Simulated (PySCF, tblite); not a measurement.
# CH₈Si₃: diradical character, part 2 of 2

tblite 0.8.0 and PySCF 2.14.0. Atoms count from 0. Earlier steps stand in the parts before.

### Step 7. Diradical character: M06/def2-SVP, geometry of multiplicity 3

The job: settings as JSON, then the geometry in Å.

```
{"job": {"kind": "bs", "xc": "M06", "basis": "def2-SVP", "rks": true, "grid": 2}, "charge": 0, "high_spin_multiplicity": 3}
Si    -1.910249    -0.528288    -0.651024
C     -0.932367    -0.774481     0.949899
Si     0.317005     0.602679     1.280354
Si     1.934230     0.832003    -0.391606
H     -0.985495    -0.461463    -1.827366
H     -2.934063    -1.603591    -0.866651
H     -1.636758    -0.842236     1.795673
H     -0.397787    -1.739667     0.886420
H     -0.388361     1.894262     1.569339
H      2.995286     1.773824     0.080677
H      1.386488     1.351263    -1.686249
H      2.554469    -0.505675    -0.647323
```

Method: M06/def2-SVP high-spin, broken-symmetry and restricted single points, gas phase.

Log:

```text
high-spin state, multiplicity 3
final grid: 89968 points
cycle   1  E = -910.9118243753  dE = -2.737e-02  |g| = 4.592e-02  |ddm| = 5.028e-01
cycle   2  E = -910.9127837390  dE = -9.594e-04  |g| = 3.537e-02  |ddm| = 1.343e-01
cycle   3  E = -910.9135934870  dE = -8.097e-04  |g| = 1.019e-02  |ddm| = 6.135e-02
cycle   4  E = -910.9136478727  dE = -5.439e-05  |g| = 4.311e-03  |ddm| = 1.465e-02
cycle   5  E = -910.9136597363  dE = -1.186e-05  |g| = 6.647e-04  |ddm| = 5.968e-03
cycle   6  E = -910.9136600972  dE = -3.609e-07  |g| = 1.846e-04  |ddm| = 1.764e-03
cycle   7  E = -910.9136601262  dE = -2.905e-08  |g| = 5.265e-05  |ddm| = 4.126e-04
cycle   8  E = -910.9136601287  dE = -2.423e-09  |g| = 1.308e-05  |ddm| = 9.848e-05
converged SCF energy = -910.9136601287

broken-symmetry state, M_S = 0, start: spins of the second site flipped
final grid: 89968 points
cycle   1  E = -910.9133692748  dE = -1.353e-03  |g| = 6.204e-03  |ddm| = 8.858e-02
cycle   2  E = -910.9134431087  dE = -7.383e-05  |g| = 2.292e-03  |ddm| = 2.556e-02
cycle   3  E = -910.9134521418  dE = -9.033e-06  |g| = 1.937e-03  |ddm| = 1.035e-02
cycle   4  E = -910.9134555374  dE = -3.396e-06  |g| = 5.813e-04  |ddm| = 4.887e-03
cycle   5  E = -910.9134559618  dE = -4.244e-07  |g| = 2.168e-04  |ddm| = 1.835e-03
cycle   6  E = -910.9134560791  dE = -1.173e-07  |g| = 6.113e-05  |ddm| = 1.220e-03
cycle   7  E = -910.9134560934  dE = -1.430e-08  |g| = 2.095e-05  |ddm| = 4.614e-04
cycle   8  E = -910.9134560956  dE = -2.206e-09  |g| = 7.609e-06  |ddm| = 1.964e-04
converged SCF energy = -910.9134560956

<S^2> high spin = 2.0039, broken symmetry = 0.9998
E(HS) - E(BS) = -44.78 cm-1
J_noodleman = 44.78 cm-1
J_unprojected = 22.39 cm-1
J_yamaguchi = 44.60 cm-1

restricted closed-shell singlet
final grid: 89968 points
cycle   1  E = -910.2643385753  dE =  4.678e-01  |g| = 1.070e+00  |ddm| = 2.785e+00
cycle   2  E = -907.1941886328  dE =  3.070e+00  |g| = 2.323e+00  |ddm| = 7.765e+00
cycle   3  E = -910.6557896421  dE = -3.462e+00  |g| = 5.507e-01  |ddm| = 7.115e+00
cycle   4  E = -910.6785199404  dE = -2.273e-02  |g| = 5.126e-01  |ddm| = 2.744e+00
cycle   5  E = -910.7372403133  dE = -5.872e-02  |g| = 4.191e-01  |ddm| = 2.400e+00
cycle   6  E = -910.8386162253  dE = -1.014e-01  |g| = 2.472e-01  |ddm| = 7.062e-01
cycle   7  E = -910.8369612756  dE =  1.655e-03  |g| = 2.620e-01  |ddm| = 1.266e-01
cycle   8  E = -910.8205354846  dE =  1.643e-02  |g| = 3.040e-01  |ddm| = 1.217e-01
cycle   9  E = -910.8570961438  dE = -3.656e-02  |g| = 1.923e-01  |ddm| = 2.778e-01
cycle  10  E = -910.8640306665  dE = -6.935e-03  |g| = 1.677e-01  |ddm| = 8.157e-01
cycle  11  E = -910.8788522696  dE = -1.482e-02  |g| = 5.383e-02  |ddm| = 2.517e-01
cycle  12  E = -910.8803920900  dE = -1.540e-03  |g| = 1.531e-02  |ddm| = 8.310e-02
cycle  13  E = -910.8805106883  dE = -1.186e-04  |g| = 3.796e-03  |ddm| = 3.821e-02
cycle  14  E = -910.8805182301  dE = -7.542e-06  |g| = 8.484e-04  |ddm| = 1.019e-02
cycle  15  E = -910.8805186286  dE = -3.985e-07  |g| = 1.655e-04  |ddm| = 2.244e-03
cycle  16  E = -910.8805186420  dE = -1.335e-08  |g| = 4.856e-05  |ddm| = 2.285e-04
cycle  17  E = -910.8805186432  dE = -1.224e-09  |g| = 1.172e-05  |ddm| = 8.260e-05
converged SCF energy = -910.8805186432
```

It took 24 s on 1 thread of Arm Neoverse V2, shared host; peak memory 0.55 GiB.

From this job:

| quantity | value |
| --- | --- |
| J (Yamaguchi) | 45 cm⁻¹ |
| low less high spin, projected | 0.3 kcal/mol |
| closed shell less high spin (no spin gap: the broken-symmetry state lies far lower) | 20.8 kcal/mol |

### Step 8. Diradical character: HF/def2-SVP, X2C, geometry of multiplicity 3

Settings changed since step 7:

```diff
@@ -1,2 +1,2 @@
-{"job": {"kind": "bs", "xc": "M06", "basis": "def2-SVP", "rks": true, "grid": 2}, "charge": 0, "high_spin_multiplicity": 3}
+{"job": {"kind": "bs", "xc": "HF", "basis": "def2-SVP", "rks": true, "grid": 1, "x2c": true}, "charge": 0, "high_spin_multiplicity": 3}
 Si    -1.910249    -0.528288    -0.651024
```

Method: HF/def2-SVP high-spin, broken-symmetry and restricted single points, scalar X2C, gas phase.

Log:

```text
high-spin state, multiplicity 3
final grid: 44192 points
cycle   1  E = -910.5206773625  dE = -1.869e-01  |g| = 2.302e-01  |ddm| = 2.273e+00
cycle   2  E = -910.5820792807  dE = -6.140e-02  |g| = 7.614e-02  |ddm| = 4.565e-01
cycle   3  E = -910.5905510516  dE = -8.472e-03  |g| = 2.738e-02  |ddm| = 2.023e-01
cycle   4  E = -910.5915509334  dE = -9.999e-04  |g| = 1.072e-02  |ddm| = 5.556e-02
cycle   5  E = -910.5917680956  dE = -2.172e-04  |g| = 4.619e-03  |ddm| = 2.837e-02
cycle   6  E = -910.5918206412  dE = -5.255e-05  |g| = 1.853e-03  |ddm| = 1.568e-02
cycle   7  E = -910.5918301090  dE = -9.468e-06  |g| = 7.215e-04  |ddm| = 7.073e-03
cycle   8  E = -910.5918316271  dE = -1.518e-06  |g| = 2.677e-04  |ddm| = 3.090e-03
cycle   9  E = -910.5918318463  dE = -2.192e-07  |g| = 9.739e-05  |ddm| = 1.389e-03
cycle  10  E = -910.5918318733  dE = -2.692e-08  |g| = 3.078e-05  |ddm| = 5.307e-04
cycle  11  E = -910.5918318755  dE = -2.262e-09  |g| = 1.103e-05  |ddm| = 1.318e-04
converged SCF energy = -910.5918318755

broken-symmetry state, M_S = 0, start: spins of the second site flipped
final grid: 44192 points
cycle   1  E = -910.5906238013  dE = -2.997e-03  |g| = 1.693e-02  |ddm| = 1.005e-01
cycle   2  E = -910.5910011478  dE = -3.773e-04  |g| = 7.159e-03  |ddm| = 3.597e-02
cycle   3  E = -910.5911027173  dE = -1.016e-04  |g| = 2.342e-03  |ddm| = 2.719e-02
cycle   4  E = -910.5911179947  dE = -1.528e-05  |g| = 6.819e-04  |ddm| = 1.406e-02
cycle   5  E = -910.5911192492  dE = -1.255e-06  |g| = 2.957e-04  |ddm| = 2.888e-03
cycle   6  E = -910.5911195087  dE = -2.594e-07  |g| = 1.022e-04  |ddm| = 1.370e-03
cycle   7  E = -910.5911195345  dE = -2.584e-08  |g| = 4.384e-05  |ddm| = 4.073e-04
cycle   8  E = -910.5911195387  dE = -4.216e-09  |g| = 1.523e-05  |ddm| = 1.756e-04
converged SCF energy = -910.5911195387

<S^2> high spin = 2.0104, broken symmetry = 1.0098
E(HS) - E(BS) = -156.34 cm-1
J_noodleman = 156.34 cm-1
J_unprojected = 78.17 cm-1
J_yamaguchi = 156.25 cm-1

restricted closed-shell singlet
final grid: 44192 points
cycle   1  E = -910.0936612753  dE =  2.434e-01  |g| = 8.485e-01  |ddm| = 3.030e+00
cycle   2  E = -910.0049373314  dE =  8.872e-02  |g| = 9.730e-01  |ddm| = 3.441e+00
cycle   3  E = -910.4707150125  dE = -4.658e-01  |g| = 1.429e-01  |ddm| = 1.885e+00
cycle   4  E = -910.4837699782  dE = -1.305e-02  |g| = 3.464e-02  |ddm| = 4.612e-01
cycle   5  E = -910.4851143864  dE = -1.344e-03  |g| = 1.542e-02  |ddm| = 2.119e-01
cycle   6  E = -910.4853642875  dE = -2.499e-04  |g| = 6.405e-03  |ddm| = 8.380e-02
cycle   7  E = -910.4854079284  dE = -4.364e-05  |g| = 1.422e-03  |ddm| = 3.806e-02
cycle   8  E = -910.4854109191  dE = -2.991e-06  |g| = 4.518e-04  |ddm| = 7.899e-03
cycle   9  E = -910.4854112400  dE = -3.209e-07  |g| = 1.277e-04  |ddm| = 2.551e-03
cycle  10  E = -910.4854112725  dE = -3.242e-08  |g| = 5.172e-05  |ddm| = 8.610e-04
cycle  11  E = -910.4854112781  dE = -5.600e-09  |g| = 1.337e-05  |ddm| = 4.405e-04
converged SCF energy = -910.4854112781
```

Wall time 3.8 s (1 thread of Arm Neoverse V2, shared host); peak memory 0.55 GiB.

In short:

| quantity | value |
| --- | --- |
| J (Yamaguchi) | 156 cm⁻¹ |
| low less high spin, projected | 0.9 kcal/mol |
| closed shell less high spin (no spin gap: the broken-symmetry state lies far lower) | 66.8 kcal/mol |

### Step 9. Diradical character: B97-2/def2-SVP, geometry of multiplicity 3

Settings changed since step 8:

```diff
@@ -1,2 +1,2 @@
-{"job": {"kind": "bs", "xc": "HF", "basis": "def2-SVP", "rks": true, "grid": 1, "x2c": true}, "charge": 0, "high_spin_multiplicity": 3}
+{"job": {"kind": "bs", "xc": "B97-2", "basis": "def2-SVP", "rks": true, "grid": 1}, "charge": 0, "high_spin_multiplicity": 3}
 Si    -1.910249    -0.528288    -0.651024
```

Level: B97-2/def2-SVP high-spin, broken-symmetry and restricted single points, gas phase.

Log:

```text
high-spin state, multiplicity 3
final grid: 44192 points
cycle   1  E = -910.9886538596  dE = -1.551e-01  |g| = 2.138e-01  |ddm| = 2.308e+00
cycle   2  E = -910.9773399197  dE =  1.131e-02  |g| = 2.579e-01  |ddm| = 4.958e-01
cycle   3  E = -911.0159071408  dE = -3.857e-02  |g| = 3.152e-02  |ddm| = 2.835e-01
cycle   4  E = -911.0166170278  dE = -7.099e-04  |g| = 8.111e-03  |ddm| = 6.087e-02
cycle   5  E = -911.0166790367  dE = -6.201e-05  |g| = 1.977e-03  |ddm| = 1.954e-02
cycle   6  E = -911.0166827730  dE = -3.736e-06  |g| = 6.739e-04  |ddm| = 4.605e-03
cycle   7  E = -911.0166832748  dE = -5.018e-07  |g| = 2.094e-04  |ddm| = 1.730e-03
cycle   8  E = -911.0166833282  dE = -5.340e-08  |g| = 5.786e-05  |ddm| = 5.707e-04
cycle   9  E = -911.0166833323  dE = -4.075e-09  |g| = 1.561e-05  |ddm| = 1.449e-04
converged SCF energy = -911.0166833323

broken-symmetry state, M_S = 0, start: spins of the second site flipped
final grid: 44192 points
cycle   1  E = -911.0162862493  dE = -1.597e-03  |g| = 5.491e-03  |ddm| = 9.125e-02
cycle   2  E = -911.0163485470  dE = -6.230e-05  |g| = 2.230e-03  |ddm| = 2.375e-02
cycle   3  E = -911.0163543159  dE = -5.769e-06  |g| = 2.156e-03  |ddm| = 8.887e-03
cycle   4  E = -911.0163577316  dE = -3.416e-06  |g| = 4.828e-04  |ddm| = 4.176e-03
cycle   5  E = -911.0163579688  dE = -2.371e-07  |g| = 1.806e-04  |ddm| = 1.519e-03
cycle   6  E = -911.0163580094  dE = -4.068e-08  |g| = 4.160e-05  |ddm| = 6.281e-04
cycle   7  E = -911.0163580115  dE = -2.021e-09  |g| = 1.068e-05  |ddm| = 1.226e-04
converged SCF energy = -911.0163580115

<S^2> high spin = 2.0043, broken symmetry = 1.0003
E(HS) - E(BS) = -71.40 cm-1
J_noodleman = 71.40 cm-1
J_unprojected = 35.70 cm-1
J_yamaguchi = 71.11 cm-1

restricted closed-shell singlet
final grid: 44192 points
cycle   1  E = -910.3736096466  dE =  4.548e-01  |g| = 1.054e+00  |ddm| = 2.779e+00
cycle   2  E = -907.2085229015  dE =  3.165e+00  |g| = 2.357e+00  |ddm| = 7.514e+00
cycle   3  E = -910.7442579228  dE = -3.536e+00  |g| = 5.676e-01  |ddm| = 6.812e+00
cycle   4  E = -910.7793140196  dE = -3.506e-02  |g| = 5.053e-01  |ddm| = 2.682e+00
cycle   5  E = -910.8156864652  dE = -3.637e-02  |g| = 4.416e-01  |ddm| = 2.457e+00
cycle   6  E = -910.9010640829  dE = -8.538e-02  |g| = 3.260e-01  |ddm| = 5.847e-01
cycle   7  E = -910.9037850343  dE = -2.721e-03  |g| = 3.321e-01  |ddm| = 1.132e-01
cycle   8  E = -910.8852461718  dE =  1.854e-02  |g| = 3.664e-01  |ddm| = 1.140e-01
cycle   9  E = -910.9802184483  dE = -9.497e-02  |g| = 5.142e-02  |ddm| = 9.194e-01
cycle  10  E = -910.9747029841  dE =  5.515e-03  |g| = 1.030e-01  |ddm| = 2.946e-01
cycle  11  E = -910.9811779933  dE = -6.475e-03  |g| = 3.756e-03  |ddm| = 2.471e-01
cycle  12  E = -910.9811828367  dE = -4.843e-06  |g| = 2.592e-03  |ddm| = 1.535e-02
cycle  13  E = -910.9811845762  dE = -1.739e-06  |g| = 1.753e-03  |ddm| = 2.538e-03
cycle  14  E = -910.9811858003  dE = -1.224e-06  |g| = 1.036e-03  |ddm| = 1.650e-03
cycle  15  E = -910.9811864266  dE = -6.263e-07  |g| = 1.259e-04  |ddm| = 2.007e-03
cycle  16  E = -910.9811864348  dE = -8.183e-09  |g| = 4.633e-05  |ddm| = 1.857e-04
converged SCF energy = -910.9811864348
```

It took 9.1 s on 1 thread of Arm Neoverse V2, shared host; peak memory 0.55 GiB.

In short:

```
                                                                           quantity          value
                                                                      J (Yamaguchi)        71 cm⁻¹
                                                      low less high spin, projected   0.4 kcal/mol
closed shell less high spin (no spin gap: the broken-symmetry state lies far lower)  22.3 kcal/mol
```

### Step 10. Diradical character: CASSCF and SC-NEVPT2/def2-SVP (2,2), geometry of multiplicity 3

Settings changed since step 9:

```diff
@@ -1,2 +1,2 @@
-{"job": {"kind": "bs", "xc": "B97-2", "basis": "def2-SVP", "rks": true, "grid": 1}, "charge": 0, "high_spin_multiplicity": 3}
+{"job": {"kind": "cas", "basis": "def2-SVP", "active": "natural", "max": 8, "thr": 0.006, "orbitals": "average", "conv": 0.1, "loose": true}, "charge": 0, "high_spin_multiplicity": 3}
 Si    -1.910249    -0.528288    -0.651024
```

With the program's defaults for keys left out, this is: CASSCF and SC-NEVPT2/def2-SVP spin states, gas phase.

Log:

```text
start orbitals: natural orbitals of the high-spin HF determinant (converged)
active space: 2 electrons in 2 orbitals, 27 closed; orbitals optimised for multiplicities 3 1
macro   0  E = -908.9400760052  dE =  0.000e+00  |g| = 1.870e-02
CASSCF converged, mean energy = -908.9400760052
2S+1 = 3  root 0  E(CAS) = -908.94085135  E(NEVPT2) = -909.35532516  occupations 1.000 1.000
2S+1 = 1  root 0  E(CAS) = -908.93930066  E(NEVPT2) = -909.35424997  occupations 1.043 0.957
2S+1 = 1  root 1  E(CAS) = -908.68888731  E(NEVPT2) = -909.24746538  occupations 1.912 0.088
2S+1 = 1  root 2  E(CAS) = -908.68452200  E(NEVPT2) = -909.24183976  occupations 1.912 0.088
D(spin-spin) = -0.0405 cm-1, E/D = 0.115
D(spin-orbit) = 0.0106 cm-1, D(total) = -0.0432 cm-1, E/D = 0.205
```

It took 3.3 s on 1 thread of Arm Neoverse V2, shared host; peak memory 0.55 GiB.

Diagnosis: the input is at fault (CASSCF threshold too loose), so its values are no properties of the molecule.

### Step 11. Spin gaps side by side

J for H = −2J S1·S2; the gap is low spin less high spin (projected; unprojected where the broken-symmetry state collapsed; or NEVPT2):

| step | level | geometry | J (cm⁻¹) | gap (kcal/mol) | time |
| --- | --- | --- | --- | --- | --- |
| 4 | CASSCF and SC-NEVPT2/def2-SVP (2,2) | geometry of multiplicity 3 | 109 | 0.6 | 3.5 s |
| 5 | HF/def2-SVP | geometry of multiplicity 3 | 155 | 0.9 | 2.3 s |
| 6 | r2SCAN/def2-SVP | geometry of multiplicity 3 | 125 | 0.7 | 78 s |
| 7 | M06/def2-SVP | geometry of multiplicity 3 | 45 | 0.3 | 24 s |
| 8 | HF/def2-SVP, X2C | geometry of multiplicity 3 | 156 | 0.9 | 3.8 s |
| 9 | B97-2/def2-SVP | geometry of multiplicity 3 | 71 | 0.4 | 9.1 s |

CASSCF times leave out a start SCF that an earlier step had already made.

### Step 12. Summary of results

The summary covers parts 1 to 2.

| quantity | value |
| --- | --- |
| J (CASSCF) (step 4, CASSCF and SC-NEVPT2/def2-SVP (2,2), geometry of multiplicity 3) | 132 cm⁻¹ |
| J (NEVPT2) (step 4, CASSCF and SC-NEVPT2/def2-SVP (2,2), geometry of multiplicity 3) | 109 cm⁻¹ |
| low less high spin (NEVPT2) (step 4, CASSCF and SC-NEVPT2/def2-SVP (2,2), geometry of multiplicity 3) | 0.6 kcal/mol |
| diradical index y0 (step 4, CASSCF and SC-NEVPT2/def2-SVP (2,2), geometry of multiplicity 3) | 0.95 |
| J (geometry of multiplicity 3) | 45 (M06/def2-SVP) to 156 cm⁻¹ (HF/def2-SVP, X2C) |
| runs | 0 failed, 1 ended on unsound input |

The levels (geometry of multiplicity 3) with a meaningful J put the high-spin state lower (ferromagnetic coupling), from 45 to 156 cm⁻¹.
